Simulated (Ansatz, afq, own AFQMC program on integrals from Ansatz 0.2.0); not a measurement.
# SiGeH2 (triplet): AFQMC on the coupled-cluster ladder at distance Si1–Ge2 = 6.243 Å, cc-pVDZ

Aim: compute SiGeH2 (triplet) with auxiliary-field quantum Monte Carlo on the same integrals as coupled cluster, and set the energies side by side.

Method: cc-pVDZ, frozen cores; program: Ansatz 0.2.0, Gaussian basis, and an in-house AFQMC program (afq) on its integrals; all values are calculated.

To be run: PBE (unrestricted); r2SCAN (unrestricted); PBE0 (unrestricted); B3LYP (unrestricted); wB97M-V (unrestricted); B2PLYP (unrestricted); CCSD(T) on UHF; CCSDT(Q) on UHF; Phaseless AFQMC, CISD trial on UHF.

1 further run of the same task is left out (it didn't finish).

**1. The system**

The geometry derives from a PBE0/def2-TZVP stationary point (not a proven minimum). One bond is set to the value named and the two fragments are kept rigid. No spin-orbit coupling is included. The filled d shell of Ge may be among the frozen orbitals whatever the setting's name suggests; the logs give the count.

4 atoms, charge 0, spin multiplicity 3.

Atoms are counted from 1 here; the program's logs count them from 0.

Bond lengths: Si1–H3 1.495 Å, Si1–H4 1.495 Å. Angles: H3–Si1–H4 105.7°.

**2. PBE (unrestricted)**

in.yaml reads:

```yaml
crystal:
  periodic: [false, false, false]
  atoms:
    - {symbol: Si, position_ang: [0.000000, 0.000000, 1.109238]}
    - {symbol: Ge, position_ang: [0.000000, 0.000000, -5.133762]}
    - {symbol: H, position_ang: [0.000000, 1.191949, 2.012262]}
    - {symbol: H, position_ang: [0.000000, -1.191949, 2.012262]}
basis:
  gaussian: {orbitals: cc-pVDZ}
magnetization: {spin_polarized: true, initial_magnetization: 2}
hamiltonian: {xc: {name: PBE}}
output: {orbitals: {seedname: orbitals}}
```

Run with:

```
$ ansatz run in.yaml --threads 1 --pin off --events-out ev --progress --plain --max-ram 1382MiB
```

Output:

```text
Functional definition: PBE
  name "PBE"
  cite "Perdew, Burke & Ernzerhof, Phys. Rev. Lett. 77, 3865 (1996) doi:10.1103/PhysRevLett.77.3865"
  parent pbe
  parameter kappa = 0.804
  parameter beta = 0.06672455060314922
  exchange = pbe_x(kappa = kappa, mu = beta*pi^2/3)
  correlation = pbe_c(beta = beta)
600 factors; integrals over basis functions are off by at most 1.2e-3 eV
mean field evaluation 1: about -64402.8418 eV, gradient 1.5e1 eV
mean field evaluation 2: about -64270.3603 eV, gradient 6.1e1 eV
mean field evaluation 4: about -64404.7421 eV, gradient 8.4e0 eV
mean field evaluation 8: about -64404.7412 eV, gradient 8.4e0 eV
mean field evaluation 16: about -64409.7596 eV, gradient 1.2e-3 eV
mean field evaluation 32: about -64402.8418 eV, gradient 1.5e1 eV
mean field evaluation 64: about -64409.7403 eV, gradient 2.6e-4 eV
mean field evaluation 96: about -64409.7625 eV, gradient 5.5e-2 eV
mean field evaluation 128: about -64409.7598 eV, gradient 1.3e-1 eV
mean field evaluation 160: about -64401.9141 eV, gradient 1.2e1 eV
mean field evaluation 192: about -64409.6514 eV, gradient 1.2e0 eV
mean field -64409.77394732 eV, -2367.0155340510 hartree, gradient 8.1e-6 eV, S^2 2.204109; 17 other end points of the search recorded, 0 dependent functions left out
reference -64409.77399122 eV, -2367.0155356645 hartree; 25, 23 occupied and 30, 32 virtual orbitals, 600 factors
Total energy: -64409.77399122 eV, -2367.0155356645 hartree
```

It took 8.5 s on 1 thread of Intel Xeon 6975P-C (Granite Rapids), shared host.

From the report: ⟨S²⟩ of the determinant 2.204 (pure triplet: 2.00).

**3. r2SCAN (unrestricted)**

in.yaml, as its differences from that of step 2:

```diff
@@ -10,3 +10,2 @@
 magnetization: {spin_polarized: true, initial_magnetization: 2}
-hamiltonian: {xc: {name: PBE}}
-output: {orbitals: {seedname: orbitals}}
+hamiltonian: {xc: {name: r2SCAN}}
```

The command is unchanged.

Output, cut to the lines that bear on the results:

```text
Functional definition: r2SCAN
  name "r2SCAN"
  cite "Furness, Kaplan, Ning, Perdew & Sun, J. Phys. Chem. Lett. 11, 8208 (2020) doi:10.1021/acs.jpclett.0c02405"
  cite "Furness, Kaplan, Ning, Perdew & Sun, J. Phys. Chem. Lett. 11, 9248 (2020) doi:10.1021/acs.jpclett.0c03077"
  parent r2scan
[...]
600 factors; integrals over basis functions are off by at most 1.2e-3 eV
[...]
mean field -64421.34033814 eV, -2367.4405910739 hartree, gradient 7.9e-6 eV, S^2 2.435185; 24 other end points of the search recorded, 0 dependent functions left out
reference -64421.34035245 eV, -2367.4405915996 hartree; 25, 23 occupied and 30, 32 virtual orbitals, 600 factors
Total energy: -64421.34035245 eV, -2367.4405915996 hartree
```

Run time: 41 s. Hardware: 1 thread of Intel Xeon 6975P-C (Granite Rapids), shared host.

From the report: ⟨S²⟩ of the determinant 2.435 (pure triplet: 2.00).

**4. PBE0 (unrestricted)**

in.yaml, as its differences from that of step 3:

```diff
@@ -10,2 +10,3 @@
 magnetization: {spin_polarized: true, initial_magnetization: 2}
-hamiltonian: {xc: {name: r2SCAN}}
+hamiltonian: {xc: {name: PBE0}}
+output: {orbitals: {seedname: orbitals}}
```

Same command.

Output, cut to the lines that bear on the results:

```text
Functional definition: PBE0
  name "PBE0"
  cite "Adamo & Barone, J. Chem. Phys. 110, 6158 (1999) doi:10.1063/1.478522"
  cite "Perdew, Burke & Ernzerhof, Phys. Rev. Lett. 77, 3865 (1996) doi:10.1103/PhysRevLett.77.3865"
  parent pbe
[...]
600 factors; integrals over basis functions are off by at most 1.2e-3 eV
[...]
mean field -64412.10103443 eV, -2367.1010529252 hartree, gradient 4.0e-6 eV, S^2 2.268006; 10 other end points of the search recorded, 0 dependent functions left out
reference -64412.10106734 eV, -2367.1010541347 hartree; 25, 23 occupied and 30, 32 virtual orbitals, 600 factors
Total energy: -64412.10106734 eV, -2367.1010541347 hartree
```

Wall time 11 s (1 thread of Intel Xeon 6975P-C (Granite Rapids), shared host).

From the report: ⟨S²⟩ of the determinant 2.268 (pure triplet: 2.00).

**5. B3LYP (unrestricted)**

in.yaml, as its differences from that of step 4:

```diff
@@ -10,3 +10,2 @@
 magnetization: {spin_polarized: true, initial_magnetization: 2}
-hamiltonian: {xc: {name: PBE0}}
-output: {orbitals: {seedname: orbitals}}
+hamiltonian: {xc: {name: B3LYP}}
```

The command is unchanged.

Output, cut to the lines that bear on the results:

```text
Functional definition: B3LYP
  name "B3LYP"
  cite "Stephens, Devlin, Chabalowski & Frisch, J. Phys. Chem. 98, 11623 (1994) doi:10.1021/j100096a001"
  cite "Becke, Phys. Rev. A 38, 3098 (1988) doi:10.1103/PhysRevA.38.3098"
  cite "Lee, Yang & Parr, Phys. Rev. B 37, 785 (1988) doi:10.1103/PhysRevB.37.785"
  cite "Vosko, Wilk & Nusair, Can. J. Phys. 58, 1200 (1980) doi:10.1139/p80-159"
[...]
600 factors; integrals over basis functions are off by at most 1.2e-3 eV
[...]
mean field -64424.64500492 eV, -2367.5620353379 hartree, gradient 2.8e-6 eV, S^2 2.080186; 17 other end points of the search recorded, 0 dependent functions left out
reference -64424.64528487 eV, -2367.5620456260 hartree; 25, 23 occupied and 30, 32 virtual orbitals, 600 factors
Total energy: -64424.64528487 eV, -2367.5620456260 hartree
```

Wall time 11 s (1 thread of Intel Xeon 6975P-C (Granite Rapids), shared host).

From the report: ⟨S²⟩ of the determinant 2.080 (pure triplet: 2.00).

**6. wB97M-V (unrestricted)**

in.yaml, as its differences from that of step 5:

```diff
@@ -10,2 +10,3 @@
 magnetization: {spin_polarized: true, initial_magnetization: 2}
-hamiltonian: {xc: {name: B3LYP}}
+hamiltonian: {xc: {name: wB97M-V}}
+output: {orbitals: {seedname: orbitals}}
```

The command is unchanged.

Output, cut to the lines that bear on the results:

```text
Functional definition: wB97M-V
  name "wB97M-V"
  cite "Mardirossian & Head-Gordon, J. Chem. Phys. 144, 214110 (2016) doi:10.1063/1.4952647"
  cite "Becke, J. Chem. Phys. 107, 8554 (1997) doi:10.1063/1.475007"
  cite "Vydrov & Van Voorhis, J. Chem. Phys. 133, 244103 (2010) doi:10.1063/1.3521275"
  # Of w^i u^j: cxij and so on, Table III.
[...]
  gx(w, u) = 1 - cx + cx01*u + cx10*w
  gss(w, u) = css00 + css04*u^4 + css10*w + css20*w^2 + css43*w^4*u^3
  gos(w, u) = cos00 + cos10*w + (cos20 + cos21*u)*w^2 + (cos60 + cos61*u)*w^6
[...]
      + integral(e_c_pw_mod_opposite_spin*gos(b97_w_opposite, b97_u_opposite)) + vv10(b, c)
600 factors; integrals over basis functions are off by at most 1.2e-3 eV
185 factors; integrals over basis functions are off by at most 9.6e-6 eV
[...]
mean field -64418.95744659 eV, -2367.3530214245 hartree, gradient 2.2e-6 eV, S^2 2.002288; 4 other end points of the search recorded, 0 dependent functions left out
reference -64418.95749082 eV, -2367.3530230499 hartree; 25, 23 occupied and 30, 32 virtual orbitals, 600 factors
Total energy: -64418.95749082 eV, -2367.3530230499 hartree
```

Run time: 19 s. Hardware: 1 thread of Intel Xeon 6975P-C (Granite Rapids), shared host; peak memory 0.27 GiB.

From the report: ⟨S²⟩ of the determinant 2.002 (pure triplet: 2.00).

**7. B2PLYP (unrestricted)**

in.yaml, as its differences from that of step 6:

```diff
@@ -10,3 +10,3 @@
 magnetization: {spin_polarized: true, initial_magnetization: 2}
-hamiltonian: {xc: {name: wB97M-V}}
-output: {orbitals: {seedname: orbitals}}
+hamiltonian: {xc: {name: B2PLYP}}
+correlation: {electrons: outside_noble_gas}
```

Launched as before.

Output, cut to the lines that bear on the results:

```text
Functional definition: B2PLYP
  name "B2PLYP"
  cite "Grimme, J. Chem. Phys. 124, 034108 (2006) doi:10.1063/1.2148954"
  cite "Becke, Phys. Rev. A 38, 3098 (1988) doi:10.1103/PhysRevA.38.3098"
  cite "Lee, Yang & Parr, Phys. Rev. B 37, 785 (1988) doi:10.1103/PhysRevB.37.785"
[...]
600 factors; integrals over basis functions are off by at most 1.2e-3 eV
[...]
mean field -64406.77479064 eV, -2366.9053170762 hartree, gradient 2.7e-6 eV, S^2 2.281488; 12 other end points of the search recorded, 0 dependent functions left out
19 core orbitals not correlated: weight in the atoms' cores, before any rotation towards them, 1.000 or more for the frozen orbitals, at most 0.000 for the correlated occupied ones
reference -64406.77496595 eV, -2366.9053235185 hartree; 6, 4 occupied and 30, 32 virtual orbitals, 600 factors
second order -4.19392386 eV of doubles, -0.00000000 eV of singles
Total energy: -64407.90732539 eV, -2366.9469369604 hartree
```

It took 13 s on 1 thread of Intel Xeon 6975P-C (Granite Rapids), shared host.

From the report: ⟨S²⟩ of the determinant 2.281 (pure triplet: 2.00).

**8. CCSD(T) on UHF**

in.yaml, as its differences from that of step 7:

```diff
@@ -10,3 +10,2 @@
 magnetization: {spin_polarized: true, initial_magnetization: 2}
-hamiltonian: {xc: {name: B2PLYP}}
-correlation: {electrons: outside_noble_gas}
+correlation: {method: ccsd_t, electrons: outside_noble_gas, hamiltonian_folder: ham}
```

The command is unchanged.

Output, cut to the lines that bear on the results:

```text
Functional definition: HF
  name "HF"
  cite "Fock, Z. Phys. 61, 126 (1930) doi:10.1007/BF01340294"
  parent pbe
[...]
600 factors; integrals over basis functions are off by at most 1.2e-3 eV
[...]
mean field -64363.45426824 eV, -2365.3133172414 hartree, gradient 9.0e-9 eV, S^2 2.539009; 46 other end points of the search recorded, 0 dependent functions left out
determinant -64363.45426824 eV, -2365.3133172414 hartree, with singles and doubles -64367.90479970 eV, -2365.4768712559 hartree
determinant -64363.44263057 eV, -2365.3128895651 hartree, with singles and doubles -64367.88448131 eV, -2365.4761245690 hartree
determinant -64363.44221235 eV, -2365.3128741959 hartree, with singles and doubles -64367.88312952 eV, -2365.4760748916 hartree
determinant -64363.24229997 eV, -2365.3055275513 hartree, with singles and doubles -64367.93818214 eV, -2365.4780980380 hartree
[...]
determinant -64363.44221235 eV, -2365.3128741959 hartree, with singles and doubles -64367.92330140 eV, -2365.4775511811 hartree
determinant -64363.24229997 eV, -2365.3055275513 hartree, with singles and doubles -64367.93840666 eV, -2365.4781062890 hartree
determinant -64363.24109676 eV, -2365.3054833340 hartree, with singles and doubles -64367.93741721 eV, -2365.4780699273 hartree
determinant -64363.26397818 eV, -2365.3063242109 hartree, with singles and doubles -64367.95465464 eV, -2365.4787033911 hartree
19 core orbitals not correlated: weight in the atoms' cores, before any rotation towards them, 1.000 or more for the frozen orbitals, at most 0.000 for the correlated occupied ones
reference -64363.45426824 eV, -2365.3133172414 hartree; 6, 4 occupied and 30, 32 virtual orbitals, 600 factors
second order -3.19236671 eV of doubles, -0.00000000 eV of singles
cycle   1  -4.48702073 eV  change    4.7e-7 eV  update   2.5e-6
perturbative correction -0.08189168 eV, -0.0030094637 hartree
Total energy: -64368.02318064 eV, -2365.4812216754 hartree
```

It took 27 s on 1 thread of Intel Xeon 6975P-C (Granite Rapids), shared host.

From the report: ⟨S²⟩ of the determinant 2.539 (pure triplet: 2.00); correlation -4.5689 eV; T1 0.096; largest double amplitude 0.10. The determinant is far from a pure spin state, so its energy mixes those of several spin states (harmless only where they are near-degenerate, as at dissociation).

This run also writes the integrals to the folder ham.

**9. CCSDT(Q) on UHF**

in.yaml, as its differences from that of step 8:

```diff
@@ -10,2 +10,2 @@
 magnetization: {spin_polarized: true, initial_magnetization: 2}
-correlation: {method: ccsd_t, electrons: outside_noble_gas, hamiltonian_folder: ham}
+correlation: {method: ccsdt_q, electrons: outside_noble_gas}
```

Same command.

Output, cut to the lines that bear on the results:

```text
Functional definition: HF
  name "HF"
  cite "Fock, Z. Phys. 61, 126 (1930) doi:10.1007/BF01340294"
  parent pbe
[...]
1007 factors; integrals over basis functions are off by at most 2.4e-7 eV
[...]
mean field -64363.45429369 eV, -2365.3133181770 hartree, gradient 3.4e-9 eV, S^2 2.539012; 44 other end points of the search recorded, 0 dependent functions left out
determinant -64363.45429369 eV, -2365.3133181770 hartree, with singles and doubles -64367.90481736 eV, -2365.4768719049 hartree
determinant -64363.44266643 eV, -2365.3128908829 hartree, with singles and doubles -64367.88451854 eV, -2365.4761259373 hartree
determinant -64363.44224672 eV, -2365.3128754588 hartree, with singles and doubles -64367.88318579 eV, -2365.4760769595 hartree
determinant -64363.24233441 eV, -2365.3055288169 hartree, with singles and doubles -64367.93822292 eV, -2365.4780995369 hartree
[...]
determinant -64363.24233441 eV, -2365.3055288169 hartree, with singles and doubles -64367.93844619 eV, -2365.4781077419 hartree
determinant -64363.24113088 eV, -2365.3054845879 hartree, with singles and doubles -64367.93745704 eV, -2365.4780713910 hartree
determinant -64363.26400015 eV, -2365.3063250183 hartree, with singles and doubles -64367.95468614 eV, -2365.4787045490 hartree
19 core orbitals not correlated: weight in the atoms' cores, before any rotation towards them, 1.000 or more for the frozen orbitals, at most 0.000 for the correlated occupied ones
reference -64363.45429369 eV, -2365.3133181770 hartree; 6, 4 occupied and 30, 32 virtual orbitals, 1007 factors
second order -3.19239139 eV of doubles, -0.00000000 eV of singles
cycle   1  -3.96784573 eV  change   -7.8e-1 eV  update   8.0e-2
[...]
cycle  46  -4.60341116 eV  change    1.5e-7 eV  update   1.2e-6
perturbative correction -0.00378807 eV, -0.0001392090 hartree
Total energy: -64368.06149292 eV, -2365.4826296257 hartree
```

Run time: 46 s. Hardware: 1 thread of Intel Xeon 6975P-C (Granite Rapids), shared host; peak memory 0.32 GiB.

From the report: ⟨S²⟩ of the determinant 2.539 (pure triplet: 2.00); correlation -4.6072 eV; T1 0.109; largest double amplitude 0.12. The determinant is far from a pure spin state, so its energy mixes those of several spin states (harmless only where they are near-degenerate, as at dissociation).

**10. Phaseless AFQMC, CISD trial on UHF**

It reads the integrals that the CCSD(T) run on this determinant wrote.

Run with:

```
$ afq ham --method phaseless --trial cisd --walkers 60 --populations 1 --least-time 40 --time-step 0.005 --steps-per-block 50 --equilibration-blocks 40 --max-blocks 300 --target-error 0.00076 --factor-cut 1e-05 --start spin_pure --seed 4326 --release-times 0.24,0.51,0.99,1.62,2.4 --release-step 0.03 --release-every 4 --taylor-order 6
```

Output:

```text
orbitals 36  electrons 6 4  factors 232 of 600
reference energy -2365.31331724 Eh
CCSD correlation -0.16489442 Eh in 16 cycles, weight of the determinant in the CISD state 0.7176
energy of the start -2365.448889 Eh
 block  time / (1/Eh)  mean weight  energy / Eh
     1     0.250  0.9992  -2365.457071
     2     0.500  1.0016  -2365.465500
     3     0.750  1.0001  -2365.472142
     4     1.000  0.9986  -2365.475865
     5     1.250  0.9996  -2365.476694
     6     1.500  0.9987  -2365.476722
     7     1.750  0.9985  -2365.477440
     8     2.000  0.9998  -2365.478954
     9     2.250  1.0000  -2365.480840
    10     2.500  0.9994  -2365.479726
    11     2.750  0.9996  -2365.477033
    16     4.000  1.0005  -2365.486141
    21     5.250  0.9989  -2365.482099
    26     6.500  0.9989  -2365.480467
    31     7.750  0.9995  -2365.478370
    36     9.000  0.9994  -2365.484472
    41    10.250  1.0001  -2365.482397
    46    11.500  1.0021  -2365.483323
    51    12.750  0.9999  -2365.478470
    56    14.000  0.9990  -2365.484308
    61    15.250  0.9980  -2365.489399
    66    16.500  1.0028  -2365.478330
    71    17.750  1.0016  -2365.481792
    76    19.000  1.0010  -2365.479129
    81    20.250  1.0009  -2365.485108
    86    21.500  1.0001  -2365.484970
    91    22.750  0.9979  -2365.490630
    96    24.000  1.0014  -2365.482680
   101    25.250  1.0015  -2365.488399
   106    26.500  1.0014  -2365.479870
   111    27.750  1.0003  -2365.475713
   116    29.000  0.9987  -2365.481128
   121    30.250  1.0016  -2365.482469
   126    31.500  0.9980  -2365.475856
   131    32.750  0.9995  -2365.476732
   136    34.000  1.0006  -2365.479179
   141    35.250  1.0004  -2365.482537
   146    36.500  1.0023  -2365.482828
   151    37.750  0.9975  -2365.484905
   156    39.000  0.9991  -2365.481365
   161    40.250  0.9996  -2365.484186
   166    41.500  1.0018  -2365.485266
   171    42.750  0.9991  -2365.478067
   176    44.000  0.9988  -2365.491695
   181    45.250  1.0007  -2365.486090
   186    46.500  1.0000  -2365.497243
   191    47.750  1.0006  -2365.486535
   196    49.000  0.9991  -2365.477794
blocks merged  error / Eh  count
     1  0.000358  160
     2  0.000455  80
     4  0.000559  40
     8  0.000657  20
    16  0.000667  10
released: time / (1/Eh)  energy / Eh  error  mean overlap
  0.24  -2365.482022  0.000691  1.0068
  0.51  -2365.482242  0.000503  0.9978
  0.99  -2365.481729  0.000509  1.0029
  1.62  -2365.481010  0.000564  1.0194
  2.40  -2365.483076  0.000987  1.0106
energy -2365.482669 +/- 0.000657 Eh
```

Run time: 2.2 min. Hardware: 1 thread of Intel Xeon 6975P-C (Granite Rapids), shared host.

Energy -64368.0626 ± 0.0179 eV. Caveats: constraint bias not in the error.

**11. AFQMC on the ladder**

On the UHF determinant, counted from CCSDT(Q) (a yardstick, not exact):

| level | energy (eV) | from CCSDT(Q) (meV) | statistical error (meV) | time |
| --- | --- | --- | --- | --- |
| HF | -64363.4543 | +4607.2 |  |  |
| MP2 | -64366.6466 | +1414.9 |  |  |
| CCSD | -64367.9413 | +120.2 |  |  |
| CCSD(T) | -64368.0232 | +38.3 |  |  |
| CCSDT(Q) | -64368.0615 | 0.0 |  |  |
| Phaseless AFQMC, CISD trial, step 0.005, 60 walkers | -64368.0626 | -1.1 | 17.9 | 2.2 min |

The functionals' totals stand on their own zeros and serve differences with other points: PBE -64409.774 eV; r2SCAN -64421.340 eV; PBE0 -64412.101 eV; B3LYP -64424.645 eV; wB97M-V -64418.957 eV; B2PLYP -64407.907 eV.

**12. Outcome**

```
                                        quantity            value
                    CCSD(T) on UHF from CCSDT(Q)        +38.3 meV
Phaseless AFQMC, CISD trial on UHF from CCSDT(Q)  -1.1 ± 17.9 meV
```

In words: On UHF the phaseless walk with the CISD trial lies -1.1 meV from CCSDT(Q), within three error bars. Error bars are statistical and leave out the constraint, the time step and what remains of the start.
